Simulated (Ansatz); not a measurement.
# C₂H₈FNOSi: up Jacob's ladder to CCSD(T)

Aim: compute C₂H₈FNOSi with functionals from several rungs and with coupled cluster, and see how far each lands from CCSD(T) at the basis-set limit for the atomisation energy.

The runs use Ansatz 0.2.0, Gaussian basis; functionals in def2-TZVPP, the program's frozen cores in correlated methods.

Plan: PBE-D4, r2SCAN-D4, PBE0-D4, B3LYP-D4, ωB97X-V, ωB97M-V, B2PLYP; CCSD(T)/def2-TZVPP; MP2/def2-QZVPP; extrapolation to the limit.

**1. The geometry**

All runs share one geometry, relaxed beforehand with PBE0-D4 in a triple-zeta def2 set.

SMILES `CO[Si](C)(N)F`, 14 atoms, charge 0, spin multiplicity 1.

Atoms are counted from 1 here; the program's logs count them from 0.

Bond lengths: C1–O2 1.411 Å, C1–H7 1.095 Å, C1–H8 1.092 Å, C1–H9 1.094 Å, O2–Si3 1.629 Å, Si3–C4 1.845 Å, Si3–N5 1.703 Å, Si3–F6 1.602 Å, C4–H10 1.092 Å, C4–H11 1.092 Å, C4–H12 1.093 Å, N5–H13 1.006 Å, N5–H14 1.005 Å. Angles: O2–C1–H7 111.5°, O2–C1–H8 108.4°, O2–C1–H9 110.6°, H7–C1–H8 108.9°, H7–C1–H9 108.7°, H8–C1–H9 108.6°, C1–O2–Si3 125.1°, O2–Si3–C4 105.8°, O2–Si3–N5 110.7°, O2–Si3–F6 110.7°, C4–Si3–N5 117.6°, C4–Si3–F6 108.7°, N5–Si3–F6 103.2°, Si3–C4–H10 110.8°, Si3–C4–H11 110.7°, Si3–C4–H12 110.7°, H10–C4–H11 108.5°, H10–C4–H12 107.9° and more.

**2. PBE-D4 (GGA)**

The input, in.yaml:

```yaml
crystal:
  periodic: [false, false, false]
  atoms:
    - {symbol: C, position_ang: [0.539492, -0.905714, -1.971401]}
    - {symbol: O, position_ang: [0.226852, -0.989314, -0.598457]}
    - {symbol: Si, position_ang: [-0.408717, 0.217449, 0.291552]}
    - {symbol: C, position_ang: [-0.550425, -0.444452, 2.008077]}
    - {symbol: N, position_ang: [0.472122, 1.658248, 0.071010]}
    - {symbol: F, position_ang: [-1.873548, 0.599470, -0.233801]}
    - {symbol: H, position_ang: [0.926468, 0.083485, -2.235933]}
    - {symbol: H, position_ang: [1.299926, -1.655426, -2.198074]}
    - {symbol: H, position_ang: [-0.345791, -1.110549, -2.580679]}
    - {symbol: H, position_ang: [-1.126868, -1.371989, 2.019794]}
    - {symbol: H, position_ang: [-1.044019, 0.278619, 2.661015]}
    - {symbol: H, position_ang: [0.437931, -0.657230, 2.422465]}
    - {symbol: H, position_ang: [0.006023, 2.547781, 0.019898]}
    - {symbol: H, position_ang: [1.440554, 1.749632, 0.324535]}
basis:
  gaussian: {orbitals: def2-TZVPP}
hamiltonian: {xc: pbe, dispersion: d4}
output: {forces: true, orbitals: {seedname: orbitals}}
```

Run with:

```bash
ansatz run in.yaml --threads 2 --pin off --events-out ev --progress --plain --max-ram 22528MiB --backend cuda --devices 0, --max-vram 18GiB
```

The runs that follow: r2SCAN-D4 (meta-GGA); PBE0-D4 (hybrid); B3LYP-D4 (hybrid); ωB97X-V (range-separated); ωB97M-V (range-separated); B2PLYP (double hybrid); CCSD(T) in def2-TZVPP; MP2 in def2-QZVPP.

**Question.** What will the summary of the whole plan be? Wanted: atomisation energy, CCSD(T)/CBS; farthest; mean size of error, hybrid; mean size of error, range-separated; gap, smallest and largest; T1 diagnostic; triples share of the correlation energy.

As calculated:

| quantity | value |
| --- | --- |
| atomisation energy, CCSD(T)/CBS | 1318.5 kcal/mol |
| functionals within 6.6 kcal/mol (0.5 %) | r2SCAN-D4, B3LYP-D4, ωB97X-V, ωB97M-V |
| farthest | B2PLYP (-15.8 kcal/mol) |
| mean size of error, hybrid | 5.5 kcal/mol |
| mean size of error, range-separated | 1.2 kcal/mol |
| gap, smallest and largest | 6.18 eV (PBE-D4), 12.83 eV (ωB97X-V) |
| T1 diagnostic | 0.0106 |
| triples share of the correlation energy | 3.4 % |

In words: PBE-D4 misses by +14.9 kcal/mol. Double hybrids carry the basis error of their MP2 part in triple zeta, and no dispersion term here, so their miss is partly the set-up's. Misses under about 6.6 kcal/mol are within the doubt on the reference itself, which lacks core-valence correlation, relativity and higher excitations. Hartree-Fock recovers 73 % of the binding; the rest is correlation. The gap grows from 6.2 to 12.8 eV across the functionals, mostly with the share of exact exchange.
